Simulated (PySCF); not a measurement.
**TaCl3: singlet, from a trigonal pyramidal start**

Where does singlet TaCl3 go from a trigonal pyramidal start, is the end point a minimum, and what are its modes, charges and moments?

Computed with PySCF 2.14.0. Level: PBE, basis Ta def2-SVP with ECP60, Cl def2-SVP, scalar-relativistic core potentials, no spin–orbit coupling, density fitting.

**1. Starting geometry**

4 atoms, charge 0, spin multiplicity 1.

Bond lengths: Ta1–Cl2 2.450 Å, Ta1–Cl3 2.450 Å, Ta1–Cl4 2.450 Å. Angles: Cl2–Ta1–Cl3 99.8°, Cl2–Ta1–Cl4 99.8°, Cl3–Ta1–Cl4 99.8°.

Coordinates in bohr (charge 0 multiplicity 1):
```
Ta    0.0000    0.0000    0.0000
Cl    4.0879    0.0000    2.1736
Cl   -2.0439    3.5402    2.1736
Cl   -2.0439   -3.5402    2.1736
```

**2. First SCF at the start**

One driver script runs all steps and calls PySCF; scf.py shows how it sets up the SCF of each step. The optimiser is the driver's own. After this first run the driver tries any further starts and a stability analysis.

File scf.py:

```python
from pyscf import gto, scf, dft
mol = gto.M(atom='''
Ta     0.000000     0.000000     0.000000
Cl     2.163200     0.000000     1.150200
Cl    -1.081600     1.873400     1.150200
Cl    -1.081600    -1.873400     1.150200''',
    basis={'Ta': 'def2-SVP', 'Cl': 'def2-SVP'},
    ecp={'Ta': 'def2-SVP'},
    charge=0, spin=0)
mf = dft.RKS(mol, xc='PBE')
mf.grids.atom_grid = (50, 194)
aux = {'Ta': 'def2-universal-JKFIT', 'Cl': 'def2-universal-JKFIT'}
mf = mf.density_fit(auxbasis=aux)
mf.conv_tol = 1e-08
mf.diis_space = 10
mf.max_cycle = 60
mf.init_guess = 'minao'
mf.verbose = 4
mf.kernel()
```

Started as:

```
$ OMP_NUM_THREADS=2 python axn.py task.json out
```

What it wrote, cut to the lines that bear on the results:

```text
[... the frontier levels of the middle cycles are left out ...]
init E= -1424.11952175013
  HOMO = -0.447169496272657  LUMO = -0.438527899931962  gap/eV = 0.23515
cycle= 1 E= -1435.22154977232  delta_E= -11.1  |g|= 2.37  |ddm|= 8.02
  HOMO = 0.0535528600728195  LUMO = 0.0943987808760696  gap/eV = 1.11147
cycle= 2 E= -1433.07262879596  delta_E= 2.15  |g|= 2.93  |ddm|= 12.9
  HOMO = -0.181260210265888  LUMO = -0.163155074413183  gap/eV = 0.49267
cycle= 3 E= -1436.58982723799  delta_E= -3.52  |g|= 0.609  |ddm|= 12.6
cycle= 4 E= -1436.58766788648  delta_E= 0.00216  |g|= 0.498  |ddm|= 3.05
cycle= 5 E= -1436.69093478249  delta_E= -0.103  |g|= 0.231  |ddm|= 2.86
cycle= 6 E= -1436.69705007553  delta_E= -0.00612  |g|= 0.167  |ddm|= 1.74
cycle= 7 E= -1436.65121215094  delta_E= 0.0458  |g|= 0.206  |ddm|= 2.77
cycle= 8 E= -1436.70838930182  delta_E= -0.0572  |g|= 0.101  |ddm|= 2.78
cycle= 9 E= -1436.7110502003  delta_E= -0.00266  |g|= 0.0589  |ddm|= 0.533
cycle= 10 E= -1436.65277868558  delta_E= 0.0583  |g|= 0.192  |ddm|= 2.75
cycle= 11 E= -1436.65544576541  delta_E= -0.00267  |g|= 0.186  |ddm|= 2.79
cycle= 12 E= -1436.71094753083  delta_E= -0.0555  |g|= 0.0557  |ddm|= 2.77
cycle= 13 E= -1436.65334870252  delta_E= 0.0576  |g|= 0.199  |ddm|= 2.77
cycle= 14 E= -1436.65041881342  delta_E= 0.00293  |g|= 0.212  |ddm|= 0.0606
[... 46 cycles left out ...]
SCF not converged.
init E= -1424.11952175013
[... 20 cycles left out ...]
SCF not converged.
init E= -1436.65490058569
[... 16 cycles left out ...]
cycle= 17 E= -1436.68058764278  delta_E= -1.29e-06  |g|= 0.00142  |ddm|= 0.00313
cycle= 18 E= -1436.68058846279  delta_E= -8.2e-07  |g|= 0.00134  |ddm|= 0.00248
cycle= 19 E= -1436.68058913343  delta_E= -6.71e-07  |g|= 0.00121  |ddm|= 0.00212
cycle= 20 E= -1436.68058960048  delta_E= -4.67e-07  |g|= 0.00114  |ddm|= 0.00177
cycle= 21 E= -1436.68059002017  delta_E= -4.2e-07  |g|= 0.000998  |ddm|= 0.00158
cycle= 22 E= -1436.68059034813  delta_E= -3.28e-07  |g|= 0.00088  |ddm|= 0.00143
cycle= 23 E= -1436.68059061664  delta_E= -2.69e-07  |g|= 0.000775  |ddm|= 0.00135
cycle= 24 E= -1436.68059083461  delta_E= -2.18e-07  |g|= 0.000701  |ddm|= 0.00138
cycle= 25 E= -1436.68059106618  delta_E= -2.32e-07  |g|= 0.000603  |ddm|= 0.0016
cycle= 26 E= -1436.68059131639  delta_E= -2.5e-07  |g|= 0.000559  |ddm|= 0.00209
cycle= 27 E= -1436.68059164783  delta_E= -3.31e-07  |g|= 0.000618  |ddm|= 0.00295
cycle= 28 E= -1436.68059220257  delta_E= -5.55e-07  |g|= 0.000811  |ddm|= 0.00434
cycle= 29 E= -1436.6805932673  delta_E= -1.06e-06  |g|= 0.00114  |ddm|= 0.00628
cycle= 30 E= -1436.68059539474  delta_E= -2.13e-06  |g|= 0.0017  |ddm|= 0.00926
SCF not converged.
  HOMO = -0.169196199448187  LUMO = -0.159459811449754  gap/eV = 0.26494
macro= 0  E= -1436.68059145789  delta_E= 3.93685e-06  |g|= 0.000165266  2 KF 13 JK
macro= 1  E= -1436.6805914579  delta_E= -1.13687e-12  |g|= 3.66228e-05  1 KF 2 JK
macro X = 2  E=-1436.6805914579  |g|= 3.66228e-05  total 4 KF 18 JK
converged SCF energy = -1436.6805914579
```

This step, with its further starts and checks, took 41 s on 2 threads of Intel Xeon Platinum 8375C at 2.90GHz (Ice Lake), shared host.

The starts that the driver tried:

```csv
start,energy (Eh)
the minimal-basis guess,-1436.680591
a thermally smeared density,-1436.712613
```

Where DIIS stalls, the driver goes on with a level shift of 0.3 Eh and then with a second-order solver.

The first run landed in a state that is too high. Following the other starts and the instabilities gains 84.1 kJ/mol (-1436.71261 Eh), and the work goes on from there.

**3. Relaxation: trigonal pyramidal start, singlet**

The program finds C3v symmetry in the start, which this walk keeps.

Edit scf.py of step 2 so:

```diff
@@ -3,4 +3,4 @@
-Ta     0.000000     0.000000     0.000000
-Cl     2.163200     0.000000     1.150200
-Cl    -1.081600     1.873400     1.150200
-Cl    -1.081600    -1.873400     1.150200''',
+Ta     0.000000    -0.000000    -0.422115
+Cl     2.163208    -0.000000     0.728085
+Cl    -1.081604     1.873393     0.728085
+Cl    -1.081604    -1.873393     0.728085''',
@@ -17 +16,0 @@
-mf.init_guess = 'minao'
```

Steps of the walk:

```csv
step,energy (Eh),change (kJ/mol),largest symmetric gradient (Eh/bohr)
0,-1436.712613,0.00,0.10155
1,-1436.753991,-108.64,0.06001
2,-1436.775833,-165.98,0.02071
3,-1436.785918,-192.46,0.01374
4,-1436.788192,-198.43,0.00792
5,-1436.789007,-200.57,0.00199
6,-1436.789109,-200.84,0.00038
7,-1436.789114,-200.85,0.00003
```

The walk took 46 s.

It settles in D3h symmetry, 200.9 kJ/mol below the start, after 7 steps: Ta–Cl 2.263 Å (×3); Cl–Ta–Cl 120.0° (×3).

**4. Hessian and properties**

The point is checked on the finer grid, and tightened if its gradient asks for it. The Hessian and the dipole derivatives come from central differences of analytic gradients, with steps of 0.02 bohr.

Edit scf.py of step 3 so:

```diff
@@ -3,4 +3,4 @@
-Ta     0.000000    -0.000000    -0.422115
-Cl     2.163208    -0.000000     0.728085
-Cl    -1.081604     1.873393     0.728085
-Cl    -1.081604    -1.873393     0.728085''',
+Ta     0.000000     0.000000     0.000000
+Cl     2.262979    -0.000000     0.000000
+Cl    -1.131490     1.959797    -0.000000
+Cl    -1.131490    -1.959797     0.000000''',
@@ -11 +11 @@
-mf.grids.atom_grid = (50, 194)
+mf.grids.atom_grid = (75, 302)
@@ -14 +14 @@
-mf.conv_tol = 1e-08
+mf.conv_tol = 1e-10
```

The driver hands on the density of the step before, so the log starts near convergence.

SCF at the final geometry:

```text
init E= -1436.78927967198
  HOMO = -0.164945708380778  LUMO = -0.136599491464737  gap/eV = 0.77134
cycle= 1 E= -1436.78927967196  delta_E= 1.89e-11  |g|= 9.21e-06  |ddm|= 1.66e-05
  HOMO = -0.16494336957328  LUMO = -0.136596962192715  gap/eV = 0.77135
Extra cycle  E= -1436.78927967176  delta_E= 2.03e-10  |g|= 2.7e-05  |ddm|= 4.55e-05
converged SCF energy = -1436.78927967176
```

The whole step took 26 s.

Geometry: D3h; Ta–Cl 2.263 Å (×3); Cl–Ta–Cl 120.0° (×3).

Harmonic modes (main isotopes):

| symmetry | ω (cm⁻¹) | IR (km/mol) | μ (u) |
| --- | --- | --- | --- |
| a2'' | 90 | 0.4 | 49.68 |
| e' | 92 | 0.0 | 38.87 |
| a1' | 393 | 0.0 | 34.97 |
| e' | 417 | 107 | 43.47 |

Every mode is real; the point is a minimum.

Properties at this point:

```yaml
Dipole_moment: 0.00 D
Highest_occupied_level: -4.49 eV
Lowest_empty_level: -3.72 eV
Rotational_constants: 0.06276, 0.06276, 0.03138 cm⁻¹
Zero-point_energy: 9.0 kJ/mol
Principal_polarisabilities: 76.6, 82.7, 82.7 bohr³
Atomisation_energy_without_zero-point_energy: 1433 kJ/mol
Principal_traceless_quadrupole_moments_about_the_centre_of_mass: -4.77, 2.38, 2.38 D Å
Entropy_at_298.15_K_and_1_bar: 343.0 J/(mol K)
Heat_capacity_Cp_at_298.15_K: 76.0 J/(mol K)
Enthalpy_at_298.15_K_above_0_K: 18.21 kJ/mol
Rotational_symmetry_number: 6
```

Populations by atom (charges in e):

| atom | Mulliken | Löwdin | polar tensor | Mayer order to Ta1 |
| --- | --- | --- | --- | --- |
| Ta1 | 0.36 | -0.78 | 0.99 | – |
| Cl2,3,4 | -0.12 | 0.26 | -0.33 | 1.41 |

Outer orbital energies (eV). occupied: -10.34, -9.25, -9.25, -9.14, -9.14, -8.94, -8.75, -4.49; empty: -3.72, -3.72, -2.88, -2.88.

Mulliken populations on Ta1 (outside its core potential): s 3.02, p 6.29, d 3.25, f 0.09.

**5. A spin-polarised start**

A stability analysis found the closed shell of the lowest minimum unstable towards spin polarisation, so the unrestricted solution is followed.

The program finds D3h symmetry in the start, which may break.

Edit scf.py of step 4 so:

```diff
@@ -3 +3 @@
-Ta     0.000000     0.000000     0.000000
+Ta     0.000000     0.000000    -0.000000
@@ -10,2 +10,2 @@
-mf = dft.RKS(mol, xc='PBE')
-mf.grids.atom_grid = (75, 302)
+mf = dft.UKS(mol, xc='PBE')
+mf.grids.atom_grid = (50, 194)
@@ -14 +14 @@
-mf.conv_tol = 1e-10
+mf.conv_tol = 1e-08
```

The optimiser's trace:

```csv
step,energy (Eh),change (kJ/mol),largest gradient (Eh/bohr)
0,-1436.791563,0.00,0.00679
1,-1436.791840,-0.73,0.00304
2,-1436.791963,-1.05,0.00157
3,-1436.792021,-1.20,0.00165
4,-1436.792033,-1.23,0.00182
5,-1436.792077,-1.35,0.00097
6,-1436.792101,-1.41,0.00045
7,-1436.792104,-1.42,0.00025
8,-1436.792108,-1.43,0.00034
9,-1436.792121,-1.46,0.00064
10,-1436.792127,-1.48,0.00034
11,-1436.792131,-1.49,0.00031
12,-1436.792146,-1.53,0.00016
13,-1436.792148,-1.53,0.00016
```

The walk took 56 s.

End point (Cs, 13 steps, 1.5 kJ/mol gained): Ta–Cl 2.273 Å, Ta–Cl 2.278 Å, Ta–Cl 2.282 Å; Cl–Ta–Cl 115.0°, Cl–Ta–Cl 120.4°, Cl–Ta–Cl 124.6°.

**6. Hessian and properties**

The point was taken to the finer grid, but the Hessian ran out of time, so its nature is unknown.

**7. Results**

| quantity | value |
| --- | --- |
| minimum | singlet, D3h (closed shell, unstable towards spin polarisation) |
| geometry | Ta–Cl 2.263 Å (×3); Cl–Ta–Cl 120.0° (×3) |
| wavenumbers (cm⁻¹) | 90 (a2''), 92 (e'), 393 (a1'), 417 (e') |
| dipole moment | 0.00 D |
| highest occupied, lowest empty level | -4.49, -3.72 eV |
| polar-tensor charge of Ta1 | +0.99 e |
| zero-point energy | 9.0 kJ/mol |

The trigonal pyramidal start (C3v) ends in a minimum of D3h symmetry. The strongest infrared band lies at 417 cm⁻¹ (e', stretch). The dipole vanishes although Ta1 carries +1.0 e by the polar tensor: the bond dipoles cancel. The first SCF alone would have been 84 kJ/mol too high. Other starts or spin states, not run here, may lie lower. A stability analysis at the minimum finds the closed shell unstable towards spin polarisation: an open-shell solution lies lower, and these values are not those of the lowest state. With an element this heavy the missing spin–orbit coupling can shift these numbers.

The search up to here took 3.6 min on 2 threads of Intel Xeon Platinum 8375C at 2.90GHz (Ice Lake), shared host.
